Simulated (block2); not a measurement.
# DMRG/STO-3G run of InF (SMILES [F][In]), part 2 of 2

block2 0.5.4. Earlier steps stand in the parts before.

## 3. The triplet: a single-point energy at DMRG/STO-3G

mol.xyz reads:

```xyz
2
FIn
F      0.000000     0.000000     0.000000
In     0.000000     0.000000     2.025490
```

block2_dmrg.py reads:

```python
import numpy as np
from pyscf import cc, dft, gto, lo, mcscf, mp, scf
from pyblock2._pyscf.ao2mo import integrals as itg
from pyblock2.driver.core import DMRGDriver, SymmetryTypes

geom = "mol.xyz"
mol = gto.M(
    atom=geom,
    basis="sto-3g",
    spin=2,
    verbose=3,
    max_memory=2000,
)
print("nao                     : %d" % (mol.nao))
mf = scf.ROHF(mol)
mf.conv_tol = 1e-10
mf.max_cycle = 200
mf.kernel()
if not mf.converged:
    mf = mf.newton().run(mf.mo_coeff, mf.mo_occ)
print(f"E(HF)                   : {mf.e_tot:.10f}")
ref = scf.UHF(mol).run(mf.make_rdm1(), conv_tol=1e-10)
pt = mp.MP2(ref, frozen=19).run()
mycc = cc.CCSD(ref, frozen=19)
mycc.max_cycle = 150
mycc.kernel()
print(f"MP2 total energy        : {pt.e_tot:.10f}")
if mycc.converged:
    print(f"E(CCSD)                 : {mycc.e_tot:.10f}")
    print("CCSD(T) total energy    : %.10f" % (mycc.e_tot + mycc.ccsd_t()))
ks = dft.UKS(mol, xc="camb3lyp").set(conv_tol=1e-9, verbose=3).run(mf.make_rdm1())
if ks.converged:
    print("E(CAM-B3LYP)            : %.8f" % (ks.e_tot))
ks = dft.UKS(mol, xc="b3lyp").set(conv_tol=1e-9, verbose=3).run(mf.make_rdm1())
if ks.converged:
    print("E(B3LYP)                : %.8f" % (ks.e_tot))
ks = dft.UKS(mol, xc="pbe").set(conv_tol=1e-9, verbose=3).run(mf.make_rdm1())
if ks.converged:
    print("E(PBE)                  : %.8f" % (ks.e_tot))
ks = dft.UKS(mol, xc="pbe0").set(conv_tol=1e-9, verbose=3).run(mf.make_rdm1())
if ks.converged:
    print(f"E(PBE0)                 : {ks.e_tot:.8f}")
mo = mf.mo_coeff.copy()
for a, b in ((19, 28), (30, 32)):
    if b - a > 1:
        mo[:, a:b] = lo.PM(mol, mo[:, a:b]).kernel()
mf.mo_coeff = mo
ncas, n_elec, spin, ecore, h1e, g2e, orb_sym = itg.get_rhf_integrals(mf, ncore=19, ncas=13, pg_symm=False, g2e_symm=8)
drv = DMRGDriver(scratch="./tmp", symm_type=SymmetryTypes.SU2, stack_mem=1500 << 20, n_threads=1)
drv.initialize_system(n_sites=ncas, n_elec=n_elec, spin=spin, orb_sym=orb_sym)
mpo = drv.get_qc_mpo(h1e=h1e, g2e=g2e, ecore=ecore, iprint=0)
occs = np.array([1.8] * 9 + [1.0] * 2 + [0.2] * 2)
mps = drv.get_random_mps(tag="GS", bond_dim=25, nroots=1, occs=occs)
bond_dims = [25] * 3 + [50] * 3 + [100] * 3
noises = [0.0001] * 3 + [0.0001] * 3 + [1e-05] * 3 + [0]
thrds = [1e-07] * 9
e = drv.dmrg(mpo, mps, n_sweeps=15, tol=1e-06, bond_dims=bond_dims, noises=noises, thrds=thrds, iprint=1)
ms, dws, es = drv.get_dmrg_results()
print("DW                      : %.3e" % (dws[-1]))
print(f"final energy            : {e:.10f}")
dm1 = drv.get_1pdm(mps)
print("NOONs                   :", np.round(np.linalg.eigvalsh(dm1)[::-1], 5).tolist())
c_act = mf.mo_coeff[:, 19:32]
dm_ao = c_act @ dm1 @ c_act.T + 2 * mf.mo_coeff[:, :19] @ mf.mo_coeff[:, :19].T
print("dipole moment (debye)   :", np.round(scf.hf.dip_moment(mol, dm_ao, verbose=0), 4).tolist())
print("max block entropy       : %.4f" % (max(drv.get_bipartite_entanglement(mps))))
csf, coef = drv.get_csf_coefficients(mps, cutoff=0.1, iprint=1)
print("c0^2                    : %.4f" % (np.max(np.abs(coef)) ** 2))
ci = mcscf.CASCI(mf, 13, (11, 9))
ci.fix_spin_(ss=2)
ci.fcisolver.conv_tol = 1e-10
ci.fcisolver.max_cycle = 200
ci.kernel()
print(f"exact diagonalisation   : {ci.e_tot:.10f}")
```

The run is started by

```console
python block2_dmrg.py
```

Log:

```text
nao                     : 32
converged SCF energy = -5780.79129640337
E(HF)                   : -5780.7912964034
converged SCF energy = -5780.79312699075  <S^2> = 2.0264287  2S+1 = 3.0175677
E(UMP2) = -5780.82186186194  E_corr = -0.0287348711908416
E(SCS-UMP2) = -5780.82330510288  E_corr = -0.0301781121325884
E(UCCSD) = -5780.836581303487  E_corr = -0.04345431274061468
MP2 total energy        : -5780.8218618619
E(CCSD)                 : -5780.8365813035
UCCSD(T) correction = -0.00419729036185289
CCSD(T) total energy    : -5780.8407785938
converged SCF energy = -5783.23123855426  <S^2> = 2.0055784  2S+1 = 3.0037166
E(CAM-B3LYP)            : -5783.23123855

WARN: HOMO 0.0361203191054521 >= LUMO -0.00215105521115994

WARN: HOMO 0.051446791961018 >= LUMO -0.0149717391061363

WARN: HOMO 0.0195029405309392 >= LUMO -0.0290456976461321

WARN: HOMO 0.0218164473385535 >= LUMO -0.0245312823930185

WARN: HOMO 0.0220572187206034 >= LUMO -0.0237098604531881

WARN: HOMO 0.0222256490992264 >= LUMO -0.0231866068289447

WARN: HOMO 0.0222369552952359 >= LUMO -0.023182637932175

WARN: HOMO 0.0222465859886661 >= LUMO -0.0231836873971314

WARN: HOMO 0.022246503872567 >= LUMO -0.023182516524329

WARN: HOMO 0.0222462438366295 >= LUMO -0.0231827448301722

converged SCF energy = -5783.08077930079  <S^2> = 2.0038515  2S+1 = 3.0025666
E(B3LYP)                : -5783.08077930

WARN: HOMO 0.0892714989299219 >= LUMO 0.0221106574979609

WARN: HOMO 0.195356416883858 >= LUMO 0.195410066795526

WARN: HOMO 0.166742690019608 >= LUMO -0.0219666093677796

WARN: HOMO 0.102845115504723 >= LUMO -0.0486189046220138

WARN: HOMO -0.00988914678266303 >= LUMO -0.0645777207964216

WARN: HOMO -0.0235227760552363 >= LUMO -0.0630577123445423

WARN: HOMO -0.00773347074929875 >= LUMO -0.0462054840916389

WARN: HOMO -0.00614099191038867 >= LUMO -0.0458223283771304

WARN: HOMO -0.00957200296680882 >= LUMO -0.044543383617949

WARN: HOMO -0.00102996033344255 >= LUMO -0.0938912072767909

WARN: HOMO 0.0565034801289307 >= LUMO 0.00663814605851007

WARN: HOMO 0.0233478819884051 >= LUMO -0.0755874937301056

WARN: HOMO 0.0463996029291294 >= LUMO -0.0477182086055208

WARN: HOMO 0.0484194484409417 >= LUMO -0.0519477393578756

WARN: HOMO 0.0487066058296421 >= LUMO -0.0514028792455957

WARN: HOMO 0.0493297786543087 >= LUMO -0.0504277921787953

WARN: HOMO 0.0493816420100243 >= LUMO -0.050586306589657

WARN: HOMO 0.0494644961272151 >= LUMO -0.0505058965586728

WARN: HOMO 0.0494895244645662 >= LUMO -0.0504149137551977

WARN: HOMO 0.0494805142102295 >= LUMO -0.0504413332654783

WARN: HOMO 0.0494835695780877 >= LUMO -0.0504359431966913

WARN: HOMO 0.0494838412204205 >= LUMO -0.0504354958923618

WARN: HOMO 0.0494837025257053 >= LUMO -0.0504357344309586

converged SCF energy = -5782.40800099968  <S^2> = 2.0027515  2S+1 = 3.0018338
E(PBE)                  : -5782.40800100

WARN: HOMO 0.0233608635466497 >= LUMO 0.00676387243584625

WARN: HOMO 0.0319606226720756 >= LUMO -0.00566836805246063

WARN: HOMO 0.0126771836420349 >= LUMO -0.00857400168618322

WARN: HOMO 0.0126846026548716 >= LUMO -0.00768103297564454

WARN: HOMO 0.0126962977385282 >= LUMO -0.00750260315273454

WARN: HOMO 0.0128373918018661 >= LUMO -0.00735669910624737

WARN: HOMO 0.0128514181447558 >= LUMO -0.00741966950003969

WARN: HOMO 0.0128580187035147 >= LUMO -0.00741697962810534

WARN: HOMO 0.0128599354296798 >= LUMO -0.00741341736289713

WARN: HOMO 0.0128600589742202 >= LUMO -0.00741332169984232

converged SCF energy = -5782.74497664005  <S^2> = 2.0050509  2S+1 = 3.0033654
E(PBE0)                 : -5782.74497664

WARN: Initial orbitals are close to convergence. Adding a small perturbation.

Sweep =    0 | Direction =  forward | Bond dimension =   25 | Noise =  1.00e-04 | Dav threshold =  1.00e-07
Time elapsed =      0.493 | E =   -5780.8179732546 | DW = 9.28843e-06

Sweep =    1 | Direction = backward | Bond dimension =   25 | Noise =  1.00e-04 | Dav threshold =  1.00e-07
Time elapsed =      0.986 | E =   -5780.8412968946 | DE = -2.33e-02 | DW = 3.53562e-04

Sweep =    2 | Direction =  forward | Bond dimension =   25 | Noise =  1.00e-04 | Dav threshold =  1.00e-07
Time elapsed =      1.510 | E =   -5780.8422420413 | DE = -9.45e-04 | DW = 3.66882e-04

Sweep =    3 | Direction = backward | Bond dimension =   50 | Noise =  1.00e-04 | Dav threshold =  1.00e-07
Time elapsed =      2.304 | E =   -5780.8426016614 | DE = -3.60e-04 | DW = 5.55257e-06

Sweep =    4 | Direction =  forward | Bond dimension =   50 | Noise =  1.00e-04 | Dav threshold =  1.00e-07
Time elapsed =      3.350 | E =   -5780.8426903393 | DE = -8.87e-05 | DW = 1.54667e-05

Sweep =    5 | Direction = backward | Bond dimension =   50 | Noise =  1.00e-04 | Dav threshold =  1.00e-07
Time elapsed =      4.363 | E =   -5780.8426941440 | DE = -3.80e-06 | DW = 1.55362e-05

Sweep =    6 | Direction =  forward | Bond dimension =  100 | Noise =  1.00e-05 | Dav threshold =  1.00e-07
Time elapsed =      6.071 | E =   -5780.8427517326 | DE = -5.76e-05 | DW = 5.94234e-08

Sweep =    7 | Direction = backward | Bond dimension =  100 | Noise =  1.00e-05 | Dav threshold =  1.00e-07
Time elapsed =      8.568 | E =   -5780.8427638172 | DE = -1.21e-05 | DW = 5.16095e-07

Sweep =    8 | Direction =  forward | Bond dimension =  100 | Noise =  1.00e-05 | Dav threshold =  1.00e-07
Time elapsed =     11.047 | E =   -5780.8427655820 | DE = -1.76e-06 | DW = 4.01592e-07

Sweep =    9 | Direction = backward | Bond dimension =  100 | Noise =  0.00e+00 | Dav threshold =  1.00e-07
Time elapsed =     13.412 | E =   -5780.8427657182 | DE = -1.36e-07 | DW = 3.28447e-07

DW                      : 3.284e-07
final energy            : -5780.8427657182
NOONs                   : [1.99989, 1.99987, 1.9998, 1.99972, 1.99932, 1.99871, 1.99377, 1.95966, 1.9224, 1.0106, 1.00566, 0.0585, 0.05209]
dipole moment (debye)   : [-0.0, -0.0, 1.4837]
max block entropy       : 0.5857
DTRIE T =      0.002
Number of CSF =          3 (cutoff =       0.1)
Sum of weights of included CSF =    0.918079920038470

CSF          0 222222222--00  =    0.922337778525990
CSF          1 222222222-0-0  =   -0.226364996188742
CSF          2 222222+22---0  =    0.127011144560950
c0^2                    : 0.8507
CASCI E = -5780.84277076671  E(CI) = -104.494743134344  S^2 = 2.0000000
exact diagonalisation   : -5780.8427707667
```

Wall time 37 s (1 thread of Arm Neoverse N1, shared host); peak memory 0.3 GiB.

## 4. Results

This closing draws on all 2 parts.

Level: DMRG/STO-3G, 19 core orbitals frozen.

| quantity | value |
| --- | --- |
| run 1, DMRG/STO-3G: total energy | -5780.94632 Eh |
| triplet: total energy | -5780.84277 Eh |
| triplet: dipole moment (of the density that the program reports) | 1.48 D |
| vertical energy of the triplet above the singlet | 2.818 eV |

At this shape the triplet lies 2.82 eV (272 kJ/mol) above the singlet. In a minimal basis such a difference can be off by several eV, whatever the method. Relativity is left out (run 1, DMRG/STO-3G) although the molecule holds a heavy atom. Relativity is left out (triplet) although the molecule holds a heavy atom.
